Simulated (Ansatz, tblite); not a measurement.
# (ClGaO)3 ring (Ga₃Cl₃O₃): which spin state is lowest

Aim: set other spin states of (ClGaO)3 ring (Ga₃Cl₃O₃) against its singlet, on many levels of theory.

Computed with Ansatz 0.2.0, Gaussian basis. Level: as each input shows.

Plan: triplet, at the geometry of the singlet (GFN1-xTB, GFN2-xTB, PBE0-D4/def2-TZVP, PBE-D4/def2-TZVP, r2SCAN-D4/def2-TZVP); the singlet's energies come from earlier runs.

2 further runs of the same task are left out: 2 set aside as unsound or not needed.

## Step 1: The relaxed structure

The geometry is that of the singlet, from an earlier relaxation (PBE-D4/def2-SVP).

9 atoms, charge 0, spin multiplicity 1.

Bond lengths: Ga1–Cl2 2.132 Å, Ga1–O3 1.802 Å, Ga1–O9 1.802 Å, O3–Ga4 1.802 Å, Ga4–Cl5 2.132 Å, Ga4–O6 1.802 Å, O6–Ga7 1.802 Å, Ga7–Cl8 2.132 Å, Ga7–O9 1.802 Å. Angles: Cl2–Ga1–O3 120.1°, Cl2–Ga1–O9 120.1°, O3–Ga1–O9 119.8°, Ga1–O3–Ga4 120.2°, O3–Ga4–Cl5 120.1°, O3–Ga4–O6 119.8°, Cl5–Ga4–O6 120.1°, Ga4–O6–Ga7 120.2°, O6–Ga7–Cl8 120.1°, O6–Ga7–O9 119.8°, Cl8–Ga7–O9 120.1°, Ga1–O9–Ga7 120.2°.

## Step 2: Triplet at the fixed geometry, GFN1-xTB

Tight binding, by tblite at 300 K electronic temperature and without a spin-polarisation term:

```python
tblite.interface.Calculator('GFN1-xTB', numbers, positions, charge=0, uhf=2).singlepoint()
```

Energy -842.2968 eV; 0.02 s.

## Step 3: Triplet at the fixed geometry, GFN2-xTB

Tight binding, by tblite at 300 K electronic temperature and without a spin-polarisation term:

```python
tblite.interface.Calculator('GFN2-xTB', numbers, positions, charge=0, uhf=2).singlepoint()
```

Energy -808.1554 eV; 0.037 s.

## Step 4: Triplet at the fixed geometry, PBE0-D4/def2-TZVP

in.yaml reads:

```yaml
crystal:
  periodic: [false, false, false]
  atoms:
    - {symbol: Ga, position_ang: [0.292618, 1.777704, -0.101117]}
    - {symbol: Cl, position_ang: [0.626879, 3.878851, -0.239577]}
    - {symbol: O, position_ang: [-1.160928, 1.147811, 0.758391]}
    - {symbol: Ga, position_ang: [-1.457945, -0.627023, 0.858768]}
    - {symbol: Cl, position_ang: [-3.191988, -1.366867, 1.854490]}
    - {symbol: O, position_ang: [-0.286010, -1.773857, 0.110674]}
    - {symbol: Ga, position_ang: [1.171224, -1.151170, -0.747826]}
    - {symbol: Cl, position_ang: [2.545725, -2.510485, -1.647123]}
    - {symbol: O, position_ang: [1.460425, 0.625037, -0.846690]}
basis:
  gaussian: {orbitals: def2-TZVP}
magnetization: {spin_polarized: true, initial_magnetization: 2}
hamiltonian: {xc: pbe0, dispersion: d4}
scf: {omitted_lower_state_checks: [starts]}
output: {orbitals: {seedname: orbitals}}
```

Started as:

```
$ ansatz run in.yaml --threads 2 --pin off --events-out ev --progress --plain --max-ram 32768MiB --backend cuda --devices 0, --max-vram 18GiB
```

The log of the run:

```text
Functional definition: PBE0
  name "PBE0"
  cite "Adamo & Barone, J. Chem. Phys. 110, 6158 (1999) doi:10.1063/1.478522"
  cite "Perdew, Burke & Ernzerhof, Phys. Rev. Lett. 77, 3865 (1996) doi:10.1103/PhysRevLett.77.3865"
  parent pbe
  parameter a = 0.25
  parameter kappa = 0.804
  parameter beta = 0.06672455060314922
  exchange = (1 - a)*pbe_x(kappa = kappa, mu = beta*pi^2/3) + a*exact_x
  correlation = pbe_c(beta = beta)
these checks for a lower state are left out or cut short: starts
2496 factors; their error is unknown
mean field evaluation 1: about -200789.8733 eV, gradient 8.0e1 eV
mean field evaluation 2: about -200638.5178 eV, gradient 1.9e2 eV
mean field evaluation 4: about -200806.1541 eV, gradient 3.3e1 eV
mean field evaluation 8: about -200810.9877 eV, gradient 7.7e0 eV
mean field evaluation 16: about -200811.3144 eV, gradient 1.1e-1 eV
mean field evaluation 32: about -200811.9955 eV, gradient 1.9e-5 eV
mean field -200811.99546041 eV, -7379.7047179107 hartree, gradient 5.4e-6 eV, S^2 2.013505; 0 other end points of the search recorded, 0 dependent functions left out
reference -200811.99549988 eV, -7379.7047193612 hartree; 85, 83 occupied and 263, 265 virtual orbitals, 2496 factors
Total energy: -200812.40599685 eV, -7379.7198048465 hartree
Checks for a lower state left out: starts
```

Run time: 27 s. Hardware: 1 × H100 (card shared with other runs) with 2 threads of AMD EPYC 7R13, shared host; peak host memory 1 GiB.

HOMO -4.59 eV, LUMO -7.77 eV (over both spins; with the spin held, an empty level of the minority spin lies below the top filled one); ⟨S²⟩ 2.014 (pure: 2.00).

## Step 5: Triplet at the fixed geometry, PBE-D4/def2-TZVP

start.molden holds the orbitals of an earlier run on this state, given as this run's starting guess.

in.yaml, as its differences from that of step 4:

```diff
@@ -13,5 +13,5 @@
 basis:
-  gaussian: {orbitals: def2-TZVP}
+  gaussian: {orbitals: def2-TZVP, initial_orbitals: start.molden}
 magnetization: {spin_polarized: true, initial_magnetization: 2}
-hamiltonian: {xc: pbe0, dispersion: d4}
+hamiltonian: {xc: pbe, dispersion: d4}
 scf: {omitted_lower_state_checks: [starts]}
```

The command is unchanged.

The log of the run:

```text
Functional definition: PBE
  name "PBE"
  cite "Perdew, Burke & Ernzerhof, Phys. Rev. Lett. 77, 3865 (1996) doi:10.1103/PhysRevLett.77.3865"
  parent pbe
  parameter kappa = 0.804
  parameter beta = 0.06672455060314922
  exchange = pbe_x(kappa = kappa, mu = beta*pi^2/3)
  correlation = pbe_c(beta = beta)
these checks for a lower state are left out or cut short: starts
2325 factors; their error is unknown
mean field evaluation 1: about -200806.3409 eV, gradient 1.5e1 eV
mean field evaluation 2: about -200806.7738 eV, gradient 7.8e-1 eV
mean field evaluation 4: about -200806.8987 eV, gradient 1.7e-1 eV
mean field evaluation 8: about -200806.8831 eV, gradient 5.5e-1 eV
mean field evaluation 16: about -200806.8847 eV, gradient 8.7e-3 eV
mean field -200806.88465647 eV, -7379.5168993301 hartree, gradient 2.3e-6 eV, S^2 2.002626; 0 other end points of the search recorded, 0 dependent functions left out
reference -200806.88470926 eV, -7379.5169012703 hartree; 85, 83 occupied and 263, 265 virtual orbitals, 2325 factors
Total energy: -200807.35397511 eV, -7379.5341464720 hartree
Checks for a lower state left out: starts
```

Wall time 14 s (1 × H100 (card shared with other runs) with 2 threads of AMD EPYC 7R13, shared host); peak host memory 1 GiB.

Report: HOMO -3.84 eV, LUMO -8.06 eV (over both spins; with the spin held, an empty level of the minority spin lies below the top filled one); ⟨S²⟩ 2.003 (pure: 2.00).

## Step 6: Triplet at the fixed geometry, r2SCAN-D4/def2-TZVP

in.yaml, as its differences from that of step 5:

```diff
@@ -15,3 +15,3 @@
 magnetization: {spin_polarized: true, initial_magnetization: 2}
-hamiltonian: {xc: pbe, dispersion: d4}
+hamiltonian: {xc: r2scan, dispersion: d4}
 scf: {omitted_lower_state_checks: [starts]}
```

The command is unchanged.

The log of the run, cut to the lines that bear on the results:

```text
Functional definition: r2SCAN
  name "r2SCAN"
  cite "Furness, Kaplan, Ning, Perdew & Sun, J. Phys. Chem. Lett. 11, 8208 (2020) doi:10.1021/acs.jpclett.0c02405"
  cite "Furness, Kaplan, Ning, Perdew & Sun, J. Phys. Chem. Lett. 11, 9248 (2020) doi:10.1021/acs.jpclett.0c03077"
  parent r2scan
[...]
2325 factors; their error is unknown
[...]
mean field -200845.99463798 eV, -7380.9541646410 hartree, gradient 2.2e-6 eV, S^2 2.007260; 0 other end points of the search recorded, 0 dependent functions left out
reference -200845.99465531 eV, -7380.9541652780 hartree; 85, 83 occupied and 263, 265 virtual orbitals, 2325 factors
Total energy: -200846.10817078 eV, -7380.9583368946 hartree
Checks for a lower state left out: starts
```

Run time: 30 s. Hardware: 1 × H100 (card shared with other runs) with 2 threads of AMD EPYC 7R13, shared host; peak host memory 1.1 GiB.

HOMO -3.94 eV, LUMO -8.31 eV (over both spins; with the spin held, an empty level of the minority spin lies below the top filled one); ⟨S²⟩ 2.007 (pure: 2.00).

## Step 7: Triplet less singlet, vertical

The singlet's energies are those of its earlier runs, whose logs aren't repeated here.

```tsv
level	triplet less singlet, vertical (eV)	time
GFN1-xTB	+5.461	0.034 s
GFN2-xTB	+3.126	0.053 s
PBE-D4/def2-TZVP	+4.315	17 s
r2SCAN-D4/def2-TZVP	+4.695	37 s
PBE0-D4/def2-TZVP	+5.055	30 s
```

Times add the two runs; a level without a time comes out of a correlated run. Tight binding without a spin term can't rank spin states.

## Step 8: Outcome

```
                                                quantity                                   value
triplet less singlet, vertical, functionals in def2-TZVP  +4.315 (PBE-D4) to +5.055 eV (PBE0-D4)
```

In words: All functionals put the triplet above the singlet, over a spread of 0.740 eV. The checks for a lower triplet were left out, so another state of that spin may lie lower. These are electronic energies, without zero-point motion, entropy or surroundings.
